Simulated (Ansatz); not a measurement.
**Ge2Sb2O: a trial structure relaxed**

Aim: relax a trial structure of Ge2Sb2O and see where it ends.

Computed with Ansatz 0.2.0 (DFT PBE, scalar-relativistic, plane waves, PAW, unless a step's input says otherwise).

**1. Starting point**

Symmetry: P6/mmm, No. 191, hexagonal system. The conventional cell has a = 3.673 Å, b = 3.673 Å, c = 9.312 Å, α = 90.00°, β = 90.00°, γ = 120.00°. Ge (site symmetry -6m2) has 3 Ge at 2.12 Å and 3 O at 2.12 Å as nearest neighbours. Sb (site symmetry 6mm) is surrounded by 1 O at 2.11 Å. O (site symmetry 6/mmm) has 2 Sb at 2.11 Å and 6 Ge at 2.12 Å as nearest neighbours.

Coordinates:

```
Ge Sb O
1.0
     3.67290    0.00000    0.00000
    -1.83645    3.18082    0.00000
     0.00000    0.00000    9.31232
Ge Sb O
2 2 1
Direct
  0.33333 0.66667 0.00000
  0.66667 0.33333 0.00000
  0.00000 0.00000 0.77327
  0.00000 0.00000 0.22673
  0.00000 0.00000 0.00000
```

The cell is invented: random cell by space group and Wyckoff sites (P6/mmm, No. 191). The dimensions are guesses.

**2. A first look at the guess**

input.yaml

```yaml
crystal:
  lattice:
    - [3.67289946, 0.0, 0.0]
    - [-1.83644973, 3.18082424, 0.0]
    - [0.0, 0.0, 9.31232444]
  atoms:
    - { symbol: Ge, position: [0.33333333, 0.66666667, 0.0] }
    - { symbol: Ge, position: [0.66666667, 0.33333333, 0.0] }
    - { symbol: Sb, position: [0.0, 0.0, 0.77326945] }
    - { symbol: Sb, position: [0.0, 0.0, 0.22673055] }
    - { symbol: O, position: [0.0, 0.0, 0.0] }
basis:
  ecutwfc: 420
kpoints:
  mp_grid: { grid: [6, 6, 2] }
hamiltonian:
  xc: pbe
scf:
  occupations: { method: gaussian, width: 0.1 }
  lower_state_search: "off"
output:
  forces: true
  stress: true
  eigenvalues: true
```

On the command line:

```bash
$ ansatz run input.yaml --threads 1 --pin off --max-ram 2560MiB --backend cpu --events-out ev --progress --plain --runs-dir out
```

The session goes on with these runs: a loose first relaxation; another rough relaxation; full relaxation.

What does the calculation give? Wanted: conventional cell; volume; energy over the elements; gap on the mesh.

The runs gave:

```
                                                              quantity                                                                       value
                                symmetry at the end (tolerance 0.05 Å)                                                space group P6/mmm (No. 191)
                                                     conventional cell  a = 4.718 Å, b = 4.718 Å, c = 7.014 Å, α = 90.00°, β = 90.00°, γ = 120.00°
                                                                volume                                                               27.04 Å³/atom
energy over the elements (uncorrected; H, N, O, F and Cl as molecules)                                                               +0.41 eV/atom
                                                       gap on the mesh                                                                none (metal)
```

**Reading.** The space group P6/mmm (No. 191) is kept, and the volume per atom grows by 24.3 % from the first guess. With a positive formation energy it can't be a ground state. No finished test with a distortion of lower symmetry is shown, so the end may be a saddle point. The runs treat Sb without spin-orbit coupling.
